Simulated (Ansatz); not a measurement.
# C3H8AlF: up Jacob's ladder to CCSD(T)

One table from this session's results is given with a row withheld; the runs are named, their logs left out.

Computed with Ansatz 0.2.0, Gaussian basis. Level: functionals in def2-TZVPP, the program's frozen cores in correlated methods.

The runs, in order: PBE-D4, r2SCAN-D4, PBE0-D4, B3LYP-D4, ωB97X-V, ωB97M-V, B2PLYP; CCSD(T)/def2-TZVPP; MP2/def2-QZVPP; extrapolation to the limit.

### The geometry

The geometry comes from an earlier relaxation with PBE0-D4 in a triple-zeta def2 set; it is a stationary point, not always the lowest conformer.

13 atoms, charge 0, spin multiplicity 1.

Atoms are counted from 1 here; the program's logs count them from 0.

Bond lengths: C1–C2 1.486 Å, C1–H6 1.092 Å, C1–H7 1.091 Å, C1–H8 1.095 Å, C2–C4 1.341 Å, C2–H9 1.089 Å, F3–Al5 1.670 Å, C4–H10 1.086 Å, C4–H11 1.085 Å, Al5–H12 1.587 Å, Al5–H13 1.587 Å. Angles: C2–C1–H6 110.8°, C2–C1–H7 111.9°, C2–C1–H8 109.3°, H6–C1–H7 109.0°, H6–C1–H8 107.1°, H7–C1–H8 108.5°, C1–C2–C4 125.2°, C1–C2–H9 116.6°, C4–C2–H9 118.2°, C2–C4–H10 121.2°, C2–C4–H11 121.3°, H10–C4–H11 117.4°, F3–Al5–H12 117.0°, F3–Al5–H13 115.7°, H12–Al5–H13 121.7°.

Set-up of the first run:

Contents of in.yaml:

```yaml
crystal:
  periodic: [false, false, false]
  atoms:
    - {symbol: C, position_ang: [-0.998624, -1.376162, -0.424642]}
    - {symbol: C, position_ang: [-0.830119, 0.020179, 0.054626]}
    - {symbol: F, position_ang: [1.146405, 1.699628, 1.920449]}
    - {symbol: C, position_ang: [-0.326024, 1.030428, -0.669872]}
    - {symbol: Al, position_ang: [1.582717, 0.559078, 0.781304]}
    - {symbol: H, position_ang: [-0.539283, -2.083274, 0.269198]}
    - {symbol: H, position_ang: [-0.567971, -1.519946, -1.416365]}
    - {symbol: H, position_ang: [-2.065498, -1.616819, -0.471264]}
    - {symbol: H, position_ang: [-1.185209, 0.236554, 1.061357]}
    - {symbol: H, position_ang: [-0.312132, 2.045387, -0.285124]}
    - {symbol: H, position_ang: [0.014600, 0.878836, -1.688839]}
    - {symbol: H, position_ang: [2.537877, 1.040097, -0.390940]}
    - {symbol: H, position_ang: [1.563661, -0.948887, 1.275014]}
basis:
  gaussian: {orbitals: def2-TZVPP}
hamiltonian: {xc: pbe, dispersion: d4}
output: {forces: true, orbitals: {seedname: orbitals}}
```

Command:

```bash
> ansatz run in.yaml --threads 4 --pin off --events-out ev --progress --plain --max-ram 10444MiB
```

Steps of the session up to this table: PBE-D4 (GGA); r2SCAN-D4 (meta-GGA); PBE0-D4 (hybrid); B3LYP-D4 (hybrid); ωB97X-V (range-separated); ωB97M-V (range-separated); B2PLYP (double hybrid); CCSD(T) in def2-TZVPP; MP2 in def2-QZVPP.

One table of the session follows, with a row left open; its other results are not shown here.

It belongs to the step «Atomisation energies». 

| method | atomisation energy (eV) |
| --- | --- |
| PBE-D4 | 50.839 |
| r2SCAN-D4 | 50.404 |
| PBE0-D4 | ? |
| B3LYP-D4 | 50.274 |
| ωB97X-V | 50.287 |
| ωB97M-V | 50.378 |
| B2PLYP | 49.792 |
| HF/def2-TZVPP | 38.255 |
| MP2/def2-TZVPP | 49.767 |
| CCSD/def2-TZVPP | 48.639 |
| CCSD(T)/def2-TZVPP | 49.228 |
| MP2/CBS | 50.899 |
| CCSD(T)/CBS | 50.360 |

Q: Estimate the row for PBE0-D4 from the others.

The run gave: atomisation energy (eV): 50.200. In the column «atomisation energy (eV)» it lies between B2PLYP (49.792) and B3LYP-D4 (50.274).
